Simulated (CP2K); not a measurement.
## AgRh under changes of volume

One of the cells (16.064 Å³/atom); the others are scaled copies at fixed shape and fractional positions:

```
Ag Rh
1.0
     2.77759    0.00000    0.00000
    -1.38879    2.40546    0.00000
     0.00000    0.00000    4.80860
Ag Rh
1 1
Cartesian
  0.0000 0.0000 2.4043
  1.3888 0.8018 0.0000
```

The cell comes from a database or a generator and needn't be the stable form of this composition.

| Quantity | Value |
| --- | --- |
| Program | CP2K 2026.2 |
| Functional | PBEsol |
| Potentials or basis | POTENTIAL_UZH Ag GTH-PBE-q11, Rh GTH-PBE-q17; TZVP-MOLOPT-PBE-GTH basis |
| Density cutoff | 6123 eV |
| k mesh | 11 × 11 × 6 |
| Occupations | fermi-dirac, width 0.05 eV |
| Spin | no spin polarisation |

```tsv
volume (Å³/atom)	energy over the lowest point (meV/atom)	pressure (GPa)
15.100	0.00	0.6
15.421	2.86	-3.2
15.743	13.00	-6.6
16.064	29.48	-9.6
16.385	51.49	-12.2
16.707	78.31	-14.4
17.028	?	?
```

Q: What does the run at 17.028 Å³/atom give?

A: Energy over the lowest point 109.30 meV/atom; pressure -16.3 GPa.

Worked out: A Birch-Murnaghan fit of order 3 (a polynomial in V^(-2/3)) to the other rows has its minimum at 15.14 Å³/atom with B0 = V·E''(V) = 193 GPa and B' = 5.5 at fixed shape and positions, which overstates the stiffness. It gives 109.21 meV/atom at 17.028 Å³/atom, against the run's 109.30, and -dE/dV = -16.4 GPa, against -16.3.

Energies are extrapolated to zero smearing.

Caveats: the potentials were made for another functional, which shifts forces and pressure; the basis of atomic orbitals isn't converged, which shifts pressures, moduli and gaps.
